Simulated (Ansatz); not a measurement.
# AlCl2 in Ansatz: convergence with k mesh

Input of the first run (k mesh 3 × 3 × 3); the others differ in this setting and in those tied to it:

File input.yaml:

```yaml
crystal:
  lattice:
    - [-2.27655657, 2.27655657, 3.56547461]
    - [2.27655657, -2.27655657, 3.56547461]
    - [2.27655657, 2.27655657, -3.56547461]
  atoms:
    - { symbol: Al, position: [0.5, 0.5, 0.0] }
    - { symbol: Cl, position: [0.73953611, 0.73953611, 0.0] }
    - { symbol: Cl, position: [0.26046389, 0.26046389, 0.0] }
hamiltonian:
  xc: lda
  pseudopotentials: { kind: paw, source: jth, xc_functional: pbe }
kpoints:
  mp_grid: { grid: [3, 3, 3] }
scf:
  occupations: { method: cold, width: 0.1 }
output:
  forces: true
  stress: true
  eigenvalues: true
```

Potentials or basis: JTH PAW.

Run with:

```console
$ ansatz run input.yaml --threads 2 --pin off --max-ram 5632MiB --backend cpu --events-out ev --progress --plain --runs-dir out
```

The cell was built by a generator and needn't be a form met in nature.

Hardware: 2 threads of Arm Neoverse V2, on a shared host.

```csv
k mesh,"energy less the tightest run, at zero smearing (meV/atom)",pressure (GPa),largest force (eV/Å),SCF cycles,CPU time (s),peak memory (GiB)
3 × 3 × 3,26.06,37.12,14.417,8,1.1,0.3
4 × 4 × 4,-2.09,36.08,14.464,8,2,0.33
5 × 5 × 5,0.10,36.05,14.379,8,2.7,0.35
6 × 6 × 6,-0.91,36.48,14.423,8,4.1,0.39
7 × 7 × 7,1.78,36.29,14.410,8,5.4,0.41
9 × 9 × 9,-0.36,36.19,14.452,8,9.9,0.48
11 × 11 × 11,0.22,36.22,14.427,8,16,0.59
14 × 14 × 14,0.00,36.24,14.431,8,32,0.85
```

Against the tightest run, the energy stays within 1 meV/atom from 9 × 9 × 9 on; the pressure stays within 0.1 GPa from 7 × 7 × 7 on; the largest force stays within 0.005 eV/Å from 11 × 11 × 11 on. Meshes of other sizes hit other points, so gaps and Fermi surfaces needn't settle smoothly. The tightest run that finished is the yardstick and may itself not be fully converged.

Caveat, for the tightest run too: a pressure of tens of GPa on the cell as given is suspect, and the run, the potentials or the cell itself is likely at fault; an odd number of electrons without spin polarisation forces a metal; a magnetic or distorted state may lie lower.
